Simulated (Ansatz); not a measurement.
# CdClF (SMILES [F][Cd][Cl]): one structure at several levels

The atoms stand at a structure displaced at random from a GFN2-xTB minimum. How far do the functionals agree with CCSD(T) there?

Method: single points in def2-TZVPP; program: Ansatz 0.2.0, Gaussian basis.

Correlated methods freeze the cores. Filled d shells of the heavier atoms are correlated. Core potentials replace the inner electrons past krypton, and spin-orbit coupling is left out.

### 1 Starting geometry

SMILES `[F][Cd][Cl]`, 3 atoms, charge 0, spin multiplicity 1.

Atoms are counted from 1 here; the program's logs count them from 0.

Bond lengths: F1–Cd2 2.017 Å, Cd2–Cl3 2.205 Å. Angles: F1–Cd2–Cl3 103.4°.

Geometry (Å):

```csv
atom,x (Å),y (Å),z (Å)
F1,-0.0337,1.6054,0.2129
Cd2,-0.7597,-0.1586,-0.4425
Cl3,0.7452,-1.6177,0.2416
```

### 2 CCSD(T)/def2-TZVPP

run/in.yaml

```yaml
crystal:
  periodic: [false, false, false]
  atoms:
    - {symbol: F, position_ang: [-0.033700, 1.605400, 0.212900]}
    - {symbol: Cd, position_ang: [-0.759700, -0.158600, -0.442500]}
    - {symbol: Cl, position_ang: [0.745200, -1.617700, 0.241600]}
basis:
  gaussian: {orbitals: def2-TZVPP}
correlation: {method: ccsd_t}
output: {forces: true}
```

No record of the launch command was kept for these runs.

### 3 PBE0-D4/def2-TZVPP

run/in.yaml: that of step 2 with these lines changed.

```diff
@@ -8,3 +8,3 @@
   gaussian: {orbitals: def2-TZVPP}
-correlation: {method: ccsd_t}
-output: {forces: true}
+hamiltonian: {xc: pbe0, dispersion: d4}
+output: {forces: true, orbitals: {seedname: orbitals}}
```

### 4 wB97M-V/def2-TZVPP

run/in.yaml: that of step 3 with these lines changed.

```diff
@@ -8,3 +8,3 @@
   gaussian: {orbitals: def2-TZVPP}
-hamiltonian: {xc: pbe0, dispersion: d4}
-output: {forces: true, orbitals: {seedname: orbitals}}
+hamiltonian: {xc: {name: wB97M-V}}
+output: {forces: true}
```

### 5 r2SCAN-D4/def2-TZVPP

run/in.yaml: that of step 4 with these lines changed.

```diff
@@ -8,3 +8,3 @@
   gaussian: {orbitals: def2-TZVPP}
-hamiltonian: {xc: {name: wB97M-V}}
+hamiltonian: {xc: r2scan, dispersion: d4}
 output: {forces: true}
```

### 6 PBE-D4/def2-TZVPP

run/in.yaml: that of step 5 with these lines changed.

```diff
@@ -8,3 +8,3 @@
   gaussian: {orbitals: def2-TZVPP}
-hamiltonian: {xc: r2scan, dispersion: d4}
+hamiltonian: {xc: pbe, dispersion: d4}
 output: {forces: true}
```

### 7 wB97X-V/def2-TZVPP

run/in.yaml: that of step 6 with these lines changed.

```diff
@@ -8,3 +8,3 @@
   gaussian: {orbitals: def2-TZVPP}
-hamiltonian: {xc: pbe, dispersion: d4}
+hamiltonian: {xc: {name: wB97X-V}}
 output: {forces: true}
```

### 8 SPW92/def2-TZVPP

run/in.yaml: that of step 7 with these lines changed.

```diff
@@ -8,3 +8,3 @@
   gaussian: {orbitals: def2-TZVPP}
-hamiltonian: {xc: {name: wB97X-V}}
+hamiltonian: {xc: lda}
 output: {forces: true}
```

(Steps that only read results are left out.)

Q: Predict the outcome of this session. Wanted: energy less free atoms, CCSD(T)/def2-TZVPP; RMS force component; RMS force error; HOMO and LUMO, PBE0-D4; T1 diagnostic.

As calculated:

| quantity | value |
| --- | --- |
| energy less free atoms, CCSD(T)/def2-TZVPP | -4.660 eV |
| RMS force component | 0.850 to 0.992 eV/Å over the methods |
| RMS force error | PBE0-D4 0.062, wB97M-V 0.053, r2SCAN-D4 0.088, PBE-D4 0.264, wB97X-V 0.042, SPW92 0.260 eV/Å |
| HOMO and LUMO, PBE0-D4 | -8.59 and -4.09 eV |
| T1 diagnostic | 0.018 |

Against CCSD(T) the functionals' energies less atoms differ by -1.723 to -0.324 eV, PBE-D4 by -0.601 eV. A larger basis would deepen the CCSD(T) value, while the functionals are nearly converged already, so the order here is not reliable. The forces of wB97X-V come nearest to CCSD(T), those of PBE-D4 are farthest. Frozen-core CCSD(T) forces in triple zeta carry basis errors of their own, and this is one geometry, so small gaps rank nothing.
